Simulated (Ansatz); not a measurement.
# Alloy of AlN and SiC (3 of 8 Al sites, 3 of 8 N sites exchanged), 16 atoms with displaced atoms

Aim: a base single point, then the same cell under other settings, to see what each one moves.

All numbers are computed with Ansatz 0.2.0 (PAW, plane waves).

### Step 1. The system as built

16 atoms (5 Al, 3 Si, 3 C, 5 N); a = 6.199 Å, b = 5.368 Å, c = 5.008 Å, α = 90.00°, β = 90.00°, γ = 90.00°. All atoms were shaken off their sites by about 0.10 Å along each axis.

### Step 2. PBEsol on the given atoms

in.yaml reads:

```yaml
crystal:
  lattice:
    - [6.198905, 0.000000, 0.000000]
    - [0.000000, 5.368409, 0.000000]
    - [0.000000, 0.000000, 5.007864]
  atoms:
    - { symbol: Al, position: [0.230150, 0.175525, 0.499993] }
    - { symbol: Al, position: [0.015094, 0.662022, 0.478834] }
    - { symbol: Al, position: [0.514422, 0.691589, 0.495138] }
    - { symbol: Al, position: [0.994343, 0.328840, 0.990023] }
    - { symbol: Al, position: [0.275624, 0.817554, 0.000534] }
    - { symbol: Si, position: [0.762906, 0.166576, 0.478571] }
    - { symbol: Si, position: [0.492568, 0.319214, 0.993545] }
    - { symbol: Si, position: [0.750272, 0.836958, 0.005911] }
    - { symbol: C, position: [0.973893, 0.304630, 0.389382] }
    - { symbol: C, position: [0.496519, 0.283423, 0.365342] }
    - { symbol: C, position: [0.742473, 0.162877, 0.883479] }
    - { symbol: N, position: [0.241639, 0.823498, 0.431205] }
    - { symbol: N, position: [0.752224, 0.816692, 0.389284] }
    - { symbol: N, position: [0.240192, 0.150110, 0.898986] }
    - { symbol: N, position: [0.966030, 0.654704, 0.863351] }
    - { symbol: N, position: [0.499133, 0.612289, 0.893496] }
kpoints:
  mp_grid: { grid: [2, 2, 2], shift: [0.5, 0.5, 0.5] }
hamiltonian:
  xc: pbesol
scf:
  occupations: { method: fermi_dirac, width: 0.01 }
output:
  forces: true
  eigenvalues: true
  stress: true
  populations: true
```

Launch:

```bash
ansatz run in.yaml --threads 8 --pin off --max-ram 118750MiB --runs-dir r --events-out ev --progress --plain --backend cuda --devices 0,
```

### Step 3. Run again with density threshold 0.0001 eV

in.yaml, as its differences from that of step 2:

```diff
@@ -28,2 +28,4 @@
   occupations: { method: fermi_dirac, width: 0.01 }
+  max_iter: 80
+  convergence: { dr2_threshold: 1e-04 }
 output:
@@ -32,2 +34 @@
   stress: true
-  populations: true
```

### Step 4. Variant: k points 1×1×2

in.yaml, as its differences from that of step 3:

```diff
@@ -23,3 +23,3 @@
 kpoints:
-  mp_grid: { grid: [2, 2, 2], shift: [0.5, 0.5, 0.5] }
+  mp_grid: { grid: [1, 1, 2] }
 hamiltonian:
@@ -28,4 +28,3 @@
   occupations: { method: fermi_dirac, width: 0.01 }
-  max_iter: 80
-  convergence: { dr2_threshold: 1e-04 }
+  max_iter: 100
 output:
```

### Step 5. Variant: accuracy high, occupations tetrahedron

in.yaml, as its differences from that of step 4:

```diff
@@ -1 +1,2 @@
+accuracy: high
 crystal:
@@ -23,3 +24,3 @@
 kpoints:
-  mp_grid: { grid: [1, 1, 2] }
+  mp_grid: { grid: [2, 2, 2], shift: [0.5, 0.5, 0.5] }
 hamiltonian:
@@ -27,4 +28,4 @@
 scf:
-  occupations: { method: fermi_dirac, width: 0.01 }
-  max_iter: 100
+  occupations: { method: tetrahedron }
+  max_iter: 50
 output:
```

### Step 6. Variant: k points one point at (½, ½, ½), starting moment 2 μB, accuracy low

in.yaml, as its differences from that of step 5:

```diff
@@ -1,2 +1,2 @@
-accuracy: high
+accuracy: low
 crystal:
@@ -24,8 +24,11 @@
 kpoints:
-  mp_grid: { grid: [2, 2, 2], shift: [0.5, 0.5, 0.5] }
+  mp_grid: { grid: [1, 1, 1], shift: [0.5, 0.5, 0.5] }
 hamiltonian:
   xc: pbesol
+magnetization:
+  spin_polarized: true
+  initial_magnetization: 2
 scf:
-  occupations: { method: tetrahedron }
-  max_iter: 50
+  occupations: { method: fermi_dirac, width: 0.01 }
+  max_iter: 80
 output:
```

### Step 7. Run again with cutoff 400 eV, dispersion D3(BJ) with three-body term

in.yaml, as its differences from that of step 6:

```diff
@@ -1,2 +1 @@
-accuracy: low
 crystal:
@@ -24,11 +23,10 @@
 kpoints:
-  mp_grid: { grid: [1, 1, 1], shift: [0.5, 0.5, 0.5] }
+  mp_grid: { grid: [2, 2, 2], shift: [0.5, 0.5, 0.5] }
+basis: { ecutwfc: 400 }
 hamiltonian:
   xc: pbesol
-magnetization:
-  spin_polarized: true
-  initial_magnetization: 2
+  dispersion: d3bjatm
 scf:
   occupations: { method: fermi_dirac, width: 0.01 }
-  max_iter: 80
+  max_iter: 60
 output:
```

Q: Predict the outcome of this session. Wanted: for each run, settings; status; energy from base; forces from base.

The runs gave:

| settings | status | cycles | time | energy from base (meV/atom) | forces from base (eV/Å rms) | filled to empty level on the mesh (eV) |
| --- | --- | --- | --- | --- | --- | --- |
| base | converged | 8 | 1.4 s (GPU) | 0 | 0 | 3.12 |
| density threshold 0.0001 eV | converged, settings too loose | 6 | 1.3 s (GPU) | 0.0 | 0.000 | 3.12 |
| k points 1×1×2 | converged | 8 | 1.3 s (GPU) | +91.6 | 0.236 | 2.41 |
| accuracy high, occupations tetrahedron | converged | 11 | 1.4 s (GPU) | 0.0 | 0.000 | 3.12 |
| k points one point at (½, ½, ½), starting moment 2 μB, accuracy low | converged, settings too loose | 16 | 1.5 s (GPU) | -11.8 | 0.286 | 3.44 |
| cutoff 400 eV, dispersion D3(BJ) with three-body term | converged | 8 | 1.5 s (GPU) | - | 0.002 | 3.12 |

**Reading.** Among these variants the forces move most with k points one point at (½, ½, ½), starting moment 2 μB, accuracy low (0.286 eV/Å rms). The base mesh is coarse for so small a cell, so pressure, spacing and their changes aren't converged values of the solid.
